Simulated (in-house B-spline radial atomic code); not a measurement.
**Yb²⁸⁺: excited configurations**

Aim: the energies of several excited configurations of Yb²⁸⁺ above a reference configuration, each from its own self-consistent run.

The numbers are computed with in-house B-spline radial atomic code version 1 (Dirac-Hartree-Fock, average of configuration, Fermi nucleus, basis-set limit), except any that are marked as measured or tabulated.

### Step 1. The atom as given

| Item | Value |
| --- | --- |
| element | ytterbium (Z = 70) |
| charge | +28 |
| electrons | 42 |
| configuration | [Kr] 4d6 |
| Hamiltonian | Dirac-Coulomb |
| nucleus | Fermi, rms radius 5.311 fm |

The outer shells:

[Kr] 4d6
```
[Kr] core
4d [↑↓][↑ ][↑ ][↑ ][↑ ]
```

The boxes draw the filling by Hund's rule, which heavy ions in jj coupling don't follow; these runs average over all states of the configuration.

Input settings:

```ini
Z = 70
electrons = 42.0
configuration = [Kr] 4d6
hamiltonian = dirac
method = hf
spin_polarised = False
nucleus = fermi
rms_radius = 5.3108
mass_number = 174
atomic_mass = 173.938867545
speed_of_light = 137.035999084
```

The reference is known from an earlier run: -13689.750236 hartree in all. Up to eight levels, counted from the top:

```csv
orbital,occupation,energy (eV),<r> (bohr)
3p3/2,4,-2976.87,0.2179
3d3/2,4,-2600.86,0.1918
3d5/2,6,-2551.42,0.1960
4s1/2,2,-1397.20,0.4539
4p1/2,2,-1298.60,0.4548
4p3/2,4,-1234.58,0.4765
4d3/2,2.4,-1080.48,0.4734
4d5/2,3.6,-1067.43,0.4800
```

### Step 2. Configuration [Ar] 3d9 4s2 4p6 4d5 5f1 6g1

Input settings:

```ini
Z = 70
electrons = 42.0
configuration = [Ar] 3d9 4s2 4p6 4d5 5f1 6g1
hamiltonian = dirac
method = hf
spin_polarised = False
nucleus = fermi
rms_radius = 5.3108
mass_number = 174
atomic_mass = 173.938867545
speed_of_light = 137.035999084
```

### Step 3. Configuration [Ar] 3d10 4s2 4p5 4d5 5d1 6p1

The settings differ from step 2 so:

```diff
@@ -2,3 +2,3 @@
 electrons = 42.0
-configuration = [Ar] 3d9 4s2 4p6 4d5 5f1 6g1
+configuration = [Ar] 3d10 4s2 4p5 4d5 5d1 6p1
 hamiltonian = dirac
```

Q: How far above the reference does each configuration lie (order and size, in eV)?

As calculated:

| net move | configuration | energy above the reference (eV) | with Breit, QED, recoil (eV) | largest <r> (bohr) |
| --- | --- | --- | --- | --- |
| 4d, 4p → 5d, 6p | [Ar] 3d10 4s2 4p5 4d5 5d1 6p1 | 1297.33 | 1296.01 | 1.34 |
| 3d, 4d → 5f, 6g | [Ar] 3d9 4s2 4p6 4d5 5f1 6g1 | 2796.36 | 2793.83 | 1.42 |

What this shows: The lowest of them is 4d, 4p → 5d, 6p at 1297.33 eV and the highest 3d, 4d → 5f, 6g at 2796.36 eV. Koopmans' estimate of the ionisation threshold is 1067.43 eV; 2 configurations exceed it by over 2 % and could autoionise. Two partly filled shells share a symmetry and can mix in the average, which may lower the energy, for: 4d, 4p → 5d, 6p; 3d, 4d → 5f, 6g. These are averages over configurations, without correlation, not spectroscopic levels.
